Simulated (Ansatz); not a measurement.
# BFH₆SiSn: up Jacob's ladder to CCSD(T)

The task here is to estimate one member of a computed series from the others.

Method: functionals in def2-TZVPP, the program's frozen cores in correlated methods; program: Ansatz 0.2.0, Gaussian basis.

The runs, in order: LDA (SPW92), PBE-D4, revPBE-D4, BLYP-D4, r2SCAN-D4, B97M-V, PBE0-D4, B3LYP-D4, r2SCANh-D4, r2SCAN0-D4, HSE06-D4, BHLYP-D4, CAM-B3LYP-D4, LC-ωPBE, ωB97X-V, ωB97M-V, B2PLYP, PBE-QIDH; CCSD(T)/def2-SVP; CCSD(T)/def2-TZVPP; MP2/def2-QZVPP; extrapolation to the limit; RPA on PBE.

### Structure used throughout

An earlier PBE0-D4 in a triple-zeta def2 set relaxation fixed the geometry. Sn takes the def2 core potential; no spin-orbit term is included.

SMILES `F[BH][SnH2][SiH3]`, 10 atoms, charge 0, spin multiplicity 1.

Atoms are counted from 1 here; the program's logs count them from 0.

Bond lengths: F1–B2 1.318 Å, B2–Sn3 2.268 Å, B2–H5 1.202 Å, Sn3–Si4 2.568 Å, Sn3–H6 1.710 Å, Sn3–H7 1.711 Å, Si4–H8 1.487 Å, Si4–H9 1.487 Å, Si4–H10 1.487 Å. Angles: F1–B2–Sn3 119.6°, F1–B2–H5 116.6°, Sn3–B2–H5 123.8°, B2–Sn3–Si4 110.9°, B2–Sn3–H6 111.9°, B2–Sn3–H7 110.0°, Si4–Sn3–H6 108.5°, Si4–Sn3–H7 107.8°, H6–Sn3–H7 107.6°, Sn3–Si4–H8 110.1°, Sn3–Si4–H9 110.6°, Sn3–Si4–H10 110.1°, H8–Si4–H9 108.8°, H8–Si4–H10 108.5°, H9–Si4–H10 108.7°.

The first run:

File in.yaml:

```yaml
crystal:
  periodic: [false, false, false]
  atoms:
    - {symbol: F, position_ang: [-1.869698, 1.510004, -1.881440]}
    - {symbol: B, position_ang: [-0.599990, 1.176888, -1.766284]}
    - {symbol: Sn, position_ang: [0.298455, 0.886711, 0.296201]}
    - {symbol: Si, position_ang: [0.219141, -1.584294, 0.989989]}
    - {symbol: H, position_ang: [0.009870, 1.015996, -2.789456]}
    - {symbol: H, position_ang: [-0.516775, 1.809798, 1.482610]}
    - {symbol: H, position_ang: [1.937387, 1.378038, 0.295594]}
    - {symbol: H, position_ang: [-1.190749, -2.052970, 1.054099]}
    - {symbol: H, position_ang: [0.847033, -1.773326, 2.324209]}
    - {symbol: H, position_ang: [0.948527, -2.417946, -0.002621]}
basis:
  gaussian: {orbitals: def2-TZVPP}
hamiltonian: {xc: lda}
output: {orbitals: {seedname: orbitals}}
```

Among the steps run: LDA; PBE-D4 (GGA); revPBE-D4 (GGA); BLYP-D4 (GGA); r2SCAN-D4 (meta-GGA); B97M-V (meta-GGA); PBE0-D4 (hybrid); B3LYP-D4 (hybrid); r2SCANh-D4 (hybrid); r2SCAN0-D4 (hybrid); HSE06-D4 (hybrid); BHLYP-D4 (hybrid); CAM-B3LYP-D4 (range-separated); LC-ωPBE (range-separated); ωB97X-V (range-separated); ωB97M-V (range-separated); B2PLYP (double hybrid); PBE-QIDH (double hybrid).

One table of the session follows, with a row left open; its other results are not shown here.

It belongs to the step «Orbital energies across the functionals». 

```
  functional  HOMO (eV)  LUMO (eV)  gap (eV)
 LDA (SPW92)          ?          ?         ?
      PBE-D4      -6.43      -2.79      3.64
   revPBE-D4      -6.38      -2.69      3.70
     BLYP-D4      -6.31      -2.64      3.67
   r2SCAN-D4      -6.67      -2.50      4.17
      B97M-V      -6.76      -2.63      4.13
     PBE0-D4      -7.54      -1.86      5.68
    B3LYP-D4      -7.35      -2.06      5.29
  r2SCANh-D4      -7.08      -2.18      4.91
  r2SCAN0-D4      -7.70      -1.70      6.00
    HSE06-D4      -7.15      -2.24      4.92
    BHLYP-D4      -8.53      -0.88      7.65
CAM-B3LYP-D4      -8.78      -0.77      8.01
     LC-ωPBE     -10.04       0.39     10.43
     ωB97X-V      -9.73       0.27     10.00
     ωB97M-V      -9.55       0.03      9.58
```

**Question.** Estimate the row for LDA (SPW92).

As computed: HOMO (eV): -6.55; LUMO (eV): -3.04; gap (eV): 3.51. In the column «HOMO (eV)» it lies between r2SCAN-D4 (-6.67) and PBE-D4 (-6.43).
